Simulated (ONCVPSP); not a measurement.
# Pseudopotential generation for As: ONCV, PBE

Do these settings give a usable potential? It is generated, then checked for transferability, scattering, ghosts and hardness.

Method: ONCVPSP 4.0.1, PBE, scalar-relativistic.

## 1. The atom and the settings

The settings as typed:

| Property | Result |
| --- | --- |
| element | arsenic (As, Z = 33) |
| type | optimised norm-conserving Vanderbilt (ONCV) |
| frozen core | [Ne] |
| valence charge | 23 |
| reference configuration | 3s2 3p6 3d10 4s2 4p3 |
| partial waves | 3s+4s: rc 1.15 bohr, ncon 3, nbas 8, qcut 11.7 1/bohr, 2 projectors; 3p+4p: rc 1.05 bohr, ncon 4, nbas 7, qcut 11.4 1/bohr, 2 projectors; 3d: rc 0.85 bohr, ncon 4, nbas 9, qcut 20.8 1/bohr, 1 projector |
| local potential | polynomial inside 0.80 bohr (lpopt 4, dvloc0 3 Ha) |
| core correction | not asked for |

The nodes and maxima of the atom's own shells, from an earlier all-electron run, set the scale for the radii.

All-electron outer shells of the reference configuration (PBE, scalar-relativistic, ld1.x):

```
shell  level (eV)  outermost node (bohr)  outermost maximum (bohr)
   2s    -1486.76                   0.06                      0.17
   2p    -1303.65                      –                      0.14
   3s     -190.31                   0.25                      0.52
   3p     -133.68                   0.22                      0.52
   3d      -40.65                      –                      0.47
   4s      -14.49                   0.73                      1.61
   4p       -5.19                   0.78                      2.00
```

## 2. The generation run

The input, As.dat:

```
# ATOM AND REFERENCE CONFIGURATION
# atsym  z   nc   nv     iexc    psfile
  As 33.00    3    5        4      upf
#
#   n    l    f
    1    0    2.00
    2    0    2.00
    2    1    6.00
    3    0    2.00
    3    1    6.00
    3    2   10.00
    4    0    2.00
    4    1    3.00
#
# PSEUDOPOTENTIAL AND OPTIMIZATION
# lmax
    2
#
#   l,   rc,      ep,       ncon, nbas, qcut
    0    1.15    0.00    3    8   11.70
    1    1.05    0.00    4    7   11.40
    2    0.85    0.00    4    9   20.80
#
# LOCAL POTENTIAL
# lloc, lpopt,  rc(5),   dvloc0
    4    4    0.80    3.00
#
# VANDERBILT-KLEINMAN-BYLANDER PROJECTORs
# l, nproj, debl
    0    2    0.50
    1    2    2.60
    2    1    0.70
#
# MODEL CORE CHARGE
# icmod, fcfact, rcfact
    0    0.00    0.00
#
# LOG DERIVATIVE ANALYSIS
# epsh1, epsh2, depsh
   -8.00    5.00    0.04
#
# OUTPUT GRID
# rlmax, drl
    6.00    0.01
#
# TEST CONFIGURATIONS
# ncnf
    4
# nvcnf
#   n    l    f
    5
    3    0    2.00
    3    1    6.00
    3    2   10.00
    4    0    2.00
    4    1    2.00
#
    5
    3    0    2.00
    3    1    6.00
    3    2   10.00
    4    0    2.00
    4    1    1.00
#
    5
    3    0    2.00
    3    1    6.00
    3    2   10.00
    4    0    2.00
    4    1    0.00
#
    5
    3    0    2.00
    3    1    6.00
    3    2    9.00
    4    0    2.00
    4    1    3.00
#
```

On the command line:

```console
$ oncvpsp.x < As.dat > As.out
```

What does the calculation give? Wanted: cutoffs for 1 and 0.1 mHa per electron, occupied waves; bound ghosts; GHOST(+) flags; largest test error; largest phase difference near zero energy, channels read.

**Answer**, as computed:

| quantity | value |
| --- | --- |
| cutoffs for 1 and 0.1 mHa per electron, occupied waves | 157 Ha and 177 Ha |
| bound ghosts | none found |
| GHOST(+) flags | none at low energy |
| largest test error (AE − PS) | +7.2 meV, for 3s2 3p6 3d9 4s2 4p3 |
| largest phase difference near zero energy, channels read | 0.006 rad |

**Reading.** By total energies transferability is good: the largest error is 7.2 meV on 50.8 eV, for 3s2 3p6 3d9 4s2 4p3. The potential is very hard: the looser tolerance needs 157 Ha. At the looser tolerance the 3d wave is the slowest; 3p needs 56 Ha. It is free of bound ghosts as far as tested. Near zero energy the phases of the channels with partial waves agree within 0.006 rad. These are tests on the free atom; a crystal test is still owed.
